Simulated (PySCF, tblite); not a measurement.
# C₇H₁₀O: a rotation path, then NMR shifts on frames, part 2 of 2

tblite 0.8.0 and PySCF 2.14.0. Atoms count from 0.

### 5 NMR shieldings: image 4, PBE0/pcSseg-1

The job: settings as JSON, then the geometry in Å.

```
{"job": {"kind": "nmr", "xc": "PBE0", "basis": "pcSseg-1", "pop": false}, "charge": 0, "multiplicity": 1}
C      2.446600    -1.214000     0.068100
C      1.153400    -1.246000    -0.189200
C      0.455500    -0.346200    -1.159100
C     -0.576600     0.603000    -0.508100
C     -0.817300     0.341800     0.955100
C     -0.736400     1.264200     1.894800
C     -1.933500     0.494200    -1.168600
O     -2.248000    -0.303800    -2.003900
H      2.903200    -1.898700     0.762700
H      3.109300    -0.508700    -0.406800
H      0.528600    -1.980900     0.300100
H     -0.076900    -0.968800    -1.886000
H      1.194600     0.246200    -1.699900
H     -0.256900     1.644900    -0.614700
H     -1.102900    -0.669200     1.204500
H     -0.462700     2.283700     1.676900
H     -0.928300     1.034700     2.928700
H     -2.660300     1.230100    -0.773000
```

Method: GIAO PBE0/pcSseg-1 NMR shielding, non-relativistic, gas phase.

Log:

```text
coarse grid: 14888 points
cycle   1  E = -347.2692112190  dE =  1.072e+00  |g| = 7.924e-01  |ddm| = 3.766e+00
cycle   2  E = -346.9238104342  dE =  3.454e-01  |g| = 1.560e+00  |ddm| = 1.965e+00
cycle   3  E = -347.3950645695  dE = -4.713e-01  |g| = 1.789e-01  |ddm| = 1.495e+00
cycle   4  E = -347.4023969786  dE = -7.332e-03  |g| = 5.286e-02  |ddm| = 1.997e-01
cycle   5  E = -347.4029891562  dE = -5.922e-04  |g| = 1.855e-02  |ddm| = 6.082e-02
cycle   6  E = -347.4030605866  dE = -7.143e-05  |g| = 6.551e-03  |ddm| = 1.769e-02
cycle   7  E = -347.4030706278  dE = -1.004e-05  |g| = 1.765e-03  |ddm| = 5.763e-03
cycle   8  E = -347.4030713167  dE = -6.889e-07  |g| = 4.906e-04  |ddm| = 2.242e-03
final grid: 143384 points
cycle   9  E = -347.4637820311  dE = -3.490e-05  |g| = 1.224e-02  |ddm| = 3.681e-02
cycle  10  E = -347.4637188693  dE =  6.316e-05  |g| = 2.196e-02  |ddm| = 2.521e-02
cycle  11  E = -347.4638125346  dE = -9.367e-05  |g| = 2.992e-03  |ddm| = 1.733e-02
cycle  12  E = -347.4638144630  dE = -1.928e-06  |g| = 2.322e-04  |ddm| = 2.245e-03
cycle  13  E = -347.4638144714  dE = -8.401e-09  |g| = 1.490e-04  |ddm| = 3.915e-04
cycle  14  E = -347.4638144767  dE = -5.274e-09  |g| = 4.035e-05  |ddm| = 1.526e-04
cycle  15  E = -347.4638144771  dE = -3.740e-10  |g| = 1.199e-05  |ddm| = 4.296e-05
converged SCF energy = -347.4638144771

GIAO shielding tensors (ppm)
atom      isotropic    diamagn.    paramagn.     s11        s22        s33       span
  0 C       64.035     253.792    -189.757    -48.251     83.878    156.479    204.730
  1 C       42.131     256.926    -214.796    -85.366     45.911    165.848    251.215
  2 C      156.757     247.628     -90.871    138.305    157.065    174.900     36.596
  3 C      123.957     250.635    -126.678     95.877    131.942    144.053     48.176
  4 C       45.992     256.942    -210.950    -77.986     55.710    160.250    238.236
  5 C       57.682     254.682    -197.000    -54.414     71.284    156.177    210.591
  6 C      -16.819     249.261    -266.080   -111.131    -25.896     86.569    197.700
  7 O     -336.117     400.033    -736.150   -942.151   -436.350    370.150   1312.301
  8 H       26.390      29.567      -3.177     23.118     25.540     30.510      7.392
  9 H       26.368      31.585      -5.217     22.652     25.982     30.470      7.819
 10 H       25.713      33.112      -7.399     23.175     24.818     29.146      5.971
 11 H       27.912      31.007      -3.094     23.826     26.703     33.209      9.383
 12 H       29.821      32.400      -2.579     25.706     28.625     35.132      9.427
 13 H       28.600      33.849      -5.248     24.303     29.453     32.045      7.741
 14 H       26.083      33.611      -7.529     23.794     24.979     29.475      5.681
 15 H       26.048      32.094      -6.046     22.410     25.824     29.909      7.498
 16 H       26.039      30.009      -3.970     22.951     25.262     29.903      6.952
 17 H       22.060      27.831      -5.771     19.892     20.736     25.553      5.661
```

It took 27 s on 1 thread of Arm Neoverse V1, shared host; peak memory 0.85 GiB.

In short: δ C6 203.7, C1 144.8, C4 140.9, C5 129.2, H17 9.66, H10 6.00 ppm.

### 6 NMR shieldings: image 6, PBE0/pcSseg-1

The job: settings as JSON, then the geometry in Å.

```
{"job": {"kind": "nmr", "xc": "PBE0", "basis": "pcSseg-1", "pop": false}, "charge": 0, "multiplicity": 1}
C      2.263900    -1.408500     0.111400
C      1.042400    -1.306700    -0.376200
C      0.559500    -0.142700    -1.182400
C     -0.591400     0.635700    -0.509500
C     -0.638200     0.467700     0.984900
C     -0.693900     1.458900     1.853400
C     -1.944800     0.214500    -1.037100
O     -2.150500    -0.658400    -1.829900
H      2.583000    -2.260300     0.687500
H      3.005500    -0.641600    -0.047800
H      0.317100    -2.093200    -0.212200
H      0.192500    -0.514500    -2.144500
H      1.393200     0.535200    -1.367500
H     -0.497700     1.703600    -0.738500
H     -0.650400    -0.555800     1.329500
H     -0.684400     2.493000     1.551000
H     -0.740000     1.272300     2.912700
H     -2.774500     0.807000    -0.603000
```

Level: GIAO PBE0/pcSseg-1 NMR shielding, non-relativistic, gas phase.

Log:

```text
coarse grid: 14888 points
cycle   1  E = -347.2708228395  dE =  1.071e+00  |g| = 7.934e-01  |ddm| = 3.759e+00
cycle   2  E = -346.9229442700  dE =  3.479e-01  |g| = 1.564e+00  |ddm| = 1.990e+00
cycle   3  E = -347.3971371809  dE = -4.742e-01  |g| = 1.773e-01  |ddm| = 1.519e+00
cycle   4  E = -347.4043248212  dE = -7.188e-03  |g| = 5.336e-02  |ddm| = 1.971e-01
cycle   5  E = -347.4049270006  dE = -6.022e-04  |g| = 1.876e-02  |ddm| = 6.143e-02
cycle   6  E = -347.4050008556  dE = -7.386e-05  |g| = 6.440e-03  |ddm| = 1.775e-02
cycle   7  E = -347.4050105379  dE = -9.682e-06  |g| = 1.714e-03  |ddm| = 5.581e-03
final grid: 143384 points
cycle   8  E = -347.4658764953  dE = -3.124e-05  |g| = 1.343e-02  |ddm| = 3.871e-02
cycle   9  E = -347.4657982961  dE =  7.820e-05  |g| = 2.448e-02  |ddm| = 2.801e-02
cycle  10  E = -347.4659122758  dE = -1.140e-04  |g| = 2.973e-03  |ddm| = 1.912e-02
cycle  11  E = -347.4659142131  dE = -1.937e-06  |g| = 2.759e-04  |ddm| = 2.237e-03
cycle  12  E = -347.4659142226  dE = -9.539e-09  |g| = 1.971e-04  |ddm| = 4.294e-04
cycle  13  E = -347.4659142322  dE = -9.646e-09  |g| = 4.732e-05  |ddm| = 2.042e-04
cycle  14  E = -347.4659142328  dE = -5.271e-10  |g| = 1.042e-05  |ddm| = 5.189e-05
converged SCF energy = -347.4659142328

GIAO shielding tensors (ppm)
atom      isotropic    diamagn.    paramagn.     s11        s22        s33       span
  0 C       63.563     253.709    -190.145    -48.512     83.114    156.087    204.599
  1 C       41.991     257.527    -215.536    -83.235     44.719    164.490    247.725
  2 C      153.518     247.716     -94.198    135.163    151.826    173.565     38.402
  3 C      124.649     251.737    -127.088     98.293    132.146    143.508     45.214
  4 C       44.403     257.352    -212.949    -80.450     54.916    158.742    239.192
  5 C       59.167     254.418    -195.251    -52.377     72.889    156.989    209.366
  6 C      -18.080     248.894    -266.974   -111.464    -27.709     84.932    196.396
  7 O     -337.999     400.327    -738.327   -945.167   -436.083    367.252   1312.418
  8 H       26.374      29.501      -3.127     23.090     25.594     30.437      7.347
  9 H       26.340      31.534      -5.194     22.619     25.947     30.454      7.835
 10 H       25.706      32.847      -7.141     22.797     25.283     29.038      6.241
 11 H       28.131      31.134      -3.004     24.899     26.689     32.804      7.906
 12 H       29.750      32.548      -2.798     25.353     29.161     34.736      9.383
 13 H       28.748      33.783      -5.036     25.132     28.818     32.293      7.162
 14 H       25.983      33.913      -7.930     23.302     24.242     30.403      7.101
 15 H       26.093      31.833      -5.740     22.551     25.776     29.953      7.402
 16 H       26.075      30.134      -4.059     23.027     25.176     30.020      6.993
 17 H       22.040      28.055      -6.016     19.879     20.720     25.520      5.640
```

Run time: 25 s. Hardware: 1 thread of Arm Neoverse V1, shared host; peak memory 0.85 GiB.

In short: δ C6 205.0, C1 144.9, C4 142.5, C5 127.8, H17 9.68, H10 6.01 ppm.

### 7 Nuclear shieldings: image 8, PBE0/pcSseg-1

The job: settings as JSON, then the geometry in Å.

```
{"job": {"kind": "nmr", "xc": "PBE0", "basis": "pcSseg-1", "pop": false}, "charge": 0, "multiplicity": 1}
C      2.083000    -1.664200     0.033000
C      0.967600    -1.340400    -0.593300
C      0.662700     0.027800    -1.116300
C     -0.586200     0.639300    -0.457700
C     -0.489900     0.658500     1.040300
C     -0.765800     1.708700     1.789800
C     -1.854200    -0.072500    -0.874900
O     -1.953600    -0.874000    -1.758200
H      2.270400    -2.663400     0.387800
H      2.863300    -0.941800     0.212400
H      0.197000    -2.079900    -0.764000
H      0.474100    -0.040700    -2.191200
H      1.514700     0.688800    -0.947700
H     -0.711700     1.671000    -0.814600
H     -0.179400    -0.275500     1.487600
H     -1.071400     2.650500     1.363000
H     -0.694100     1.674700     2.863200
H     -2.735200     0.239400    -0.277600
```

Level: GIAO PBE0/pcSseg-1 NMR shielding, non-relativistic, gas phase.

Log:

```text
coarse grid: 14888 points
cycle   1  E = -347.2756059930  dE =  1.069e+00  |g| = 7.936e-01  |ddm| = 3.747e+00
cycle   2  E = -346.9273050469  dE =  3.483e-01  |g| = 1.564e+00  |ddm| = 2.057e+00
cycle   3  E = -347.4020421997  dE = -4.747e-01  |g| = 1.768e-01  |ddm| = 1.585e+00
cycle   4  E = -347.4091945536  dE = -7.152e-03  |g| = 5.320e-02  |ddm| = 2.011e-01
cycle   5  E = -347.4097838935  dE = -5.893e-04  |g| = 1.987e-02  |ddm| = 6.345e-02
cycle   6  E = -347.4098698126  dE = -8.592e-05  |g| = 6.139e-03  |ddm| = 1.829e-02
cycle   7  E = -347.4098786240  dE = -8.811e-06  |g| = 1.574e-03  |ddm| = 5.226e-03
final grid: 143384 points
cycle   8  E = -347.4699239469  dE = -2.844e-05  |g| = 1.351e-02  |ddm| = 3.623e-02
cycle   9  E = -347.4698444027  dE =  7.954e-05  |g| = 2.466e-02  |ddm| = 3.005e-02
cycle  10  E = -347.4699601298  dE = -1.157e-04  |g| = 3.020e-03  |ddm| = 2.031e-02
cycle  11  E = -347.4699621392  dE = -2.009e-06  |g| = 2.447e-04  |ddm| = 2.235e-03
cycle  12  E = -347.4699621457  dE = -6.536e-09  |g| = 1.831e-04  |ddm| = 3.843e-04
cycle  13  E = -347.4699621541  dE = -8.334e-09  |g| = 4.229e-05  |ddm| = 1.862e-04
cycle  14  E = -347.4699621545  dE = -4.177e-10  |g| = 9.542e-06  |ddm| = 4.581e-05
converged SCF energy = -347.4699621545

GIAO shielding tensors (ppm)
atom      isotropic    diamagn.    paramagn.     s11        s22        s33       span
  0 C       62.402     253.850    -191.448    -52.124     82.305    157.025    209.149
  1 C       42.041     257.852    -215.812    -81.148     43.066    164.204    245.352
  2 C      150.104     247.117     -97.013    134.768    145.977    169.567     34.799
  3 C      124.377     252.954    -128.577    101.262    131.194    140.674     39.412
  4 C       43.387     257.770    -214.383    -83.064     50.828    162.397    245.460
  5 C       59.668     254.090    -194.422    -52.236     73.659    157.582    209.817
  6 C      -21.313     248.886    -270.199   -109.490    -35.557     81.108    190.597
  7 O     -354.636     400.687    -755.323   -987.485   -439.315    362.892   1350.377
  8 H       26.305      29.382      -3.077     23.011     25.576     30.328      7.316
  9 H       26.323      31.519      -5.196     22.461     26.054     30.454      7.992
 10 H       25.498      32.834      -7.335     22.173     24.797     29.524      7.351
 11 H       28.395      31.004      -2.609     25.494     26.320     33.373      7.878
 12 H       29.749      32.423      -2.674     26.041     29.190     34.016      7.975
 13 H       28.929      33.591      -4.662     25.628     28.871     32.289      6.660
 14 H       25.453      33.667      -8.213     22.486     23.107     30.766      8.280
 15 H       26.000      31.482      -5.481     22.536     25.591     29.874      7.339
 16 H       26.023      30.051      -4.027     23.099     25.143     29.829      6.730
 17 H       21.917      28.582      -6.665     19.703     20.655     25.392      5.690
```

Wall time 25 s (1 thread of Arm Neoverse V1, shared host); peak memory 0.85 GiB.

This run: δ C6 208.2, C1 144.9, C4 143.5, C5 127.3, H17 9.80, H14 6.26 ppm.

### 8 Side by side: NMR shifts

Shifts (ppm) of some atoms, chosen among heavy atoms and hydrogens apart, with basis size and wall time:

```
  frame     C6     C0    C3    C2   H14   H11     O7  functions  time
image 0  205.4  122.0  67.2  38.0  5.61  2.35  684.4        186  34 s
image 2  204.2  121.6  65.4  33.8  5.60  3.23  677.8        186  26 s
image 4  203.7  122.9  63.0  30.2  5.63  3.80  672.2        186  27 s
image 6  205.0  123.4  62.3  33.4  5.73  3.59  674.1        186  25 s
image 8  208.2  124.5  62.5  36.8  6.26  3.32  690.7        186  25 s
```

### 9 Outcome

What follows sums up all 2 parts.

```
                                       quantity                                                           value
                                        barrier                              0.132 eV (3.0 kcal/mol) at image 4
                          end to end (GFN2-xTB)                                                        0.023 eV
13C shifts against TMS (PBE0/pcSseg-1, image 0)               205.4, 146.4, 142.8, 130.2, 122.0, 67.2, 38.0 ppm
 1H shifts against TMS (PBE0/pcSseg-1, image 0)  9.86, 6.22, 5.78, 5.77, 5.61, 5.46, 5.29, 2.71, 2.47, 2.35 ppm
17O shifts against H2O (PBE0/pcSseg-1, image 0)                                                       684.4 ppm
          surface potential, 1st and 99th percentile                                              -1.53 V and 1.01 V
                       range of the shift of O7                                              672.2 to 690.7 ppm
```

What this shows: Along the band the dihedral turns by 116°, and the top (dihedral 233°) lies 3.0 kcal/mol above the start (GFN2-xTB, rough), so at room temperature this motion is fast. Ends this close can change order at a higher level. The top was not checked by a frequency run. Shifts at one fixed geometry are not the observed spectrum, which averages over the motion. In the first frame run (image 0): The largest span, 1346 ppm, is at O7, where the paramagnetic term is -748 ppm. By nearest atom (PBE0/pcSseg-1), the HOMO sits on O7 32 %; C0 13 % and the LUMO on C6 30 %; O7 24 %. Across the 5 runs the shift of O7 moves most, between 672.2 (image 4) and 690.7 ppm (image 8).
